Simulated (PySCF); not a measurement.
# C6H15N (methyl-1,2-dimethylpropylamine): the cost of one run

Programs: PySCF 2.14.0, with routines of our own; each step states its level. All values are computed. Atoms count from 0.

## 1. The starting structure

22 atoms, charge 0, multiplicity 1; geometry from: GFN2-xTB.

## 2. Geometry optimisation at PBE0-D3(BJ)/def2-SVP

Job settings and geometry (Å):

```
{"job": {"xc": "PBE0", "basis": "def2-SVP", "d3": "d3bj", "grid": 2, "kind": "geom"}, "charge": 0, "multiplicity": 1}
C     -2.316484    -1.319086     0.276062
N     -1.112338    -0.934206    -0.424923
C     -0.358756     0.161699     0.168514
C     -1.016336     1.529127    -0.061702
C      1.076851     0.110761    -0.391182
C      1.957214     1.224020     0.171771
C      1.702860    -1.247874    -0.083256
H     -2.749871    -2.182716    -0.227436
H     -2.048305    -1.611083     1.291734
H     -3.086286    -0.534800     0.336445
H     -1.325253    -0.713031    -1.392962
H     -0.315697    -0.035144     1.246666
H     -0.939245     1.813440    -1.110199
H     -0.547798     2.297497     0.545577
H     -2.069831     1.488462     0.208031
H      1.017007     0.226513    -1.479494
H      1.630918     2.203359    -0.166665
H      1.940086     1.206741     1.259488
H      2.984704     1.080530    -0.155089
H      1.048491    -2.043673    -0.425254
H      1.850056    -1.357726     0.988760
H      2.667602    -1.343423    -0.575736
```

Run with:

```console
$ OMP_NUM_THREADS=1 python excited_run.py task.json out
```

The driver reads the jobs from task.json and runs them one after another.

**Question.** How long does this first job take on 1 thread of Arm Neoverse V2, shared host, and how much memory does it need?

About 68 s, with a peak of 0.8 GiB.
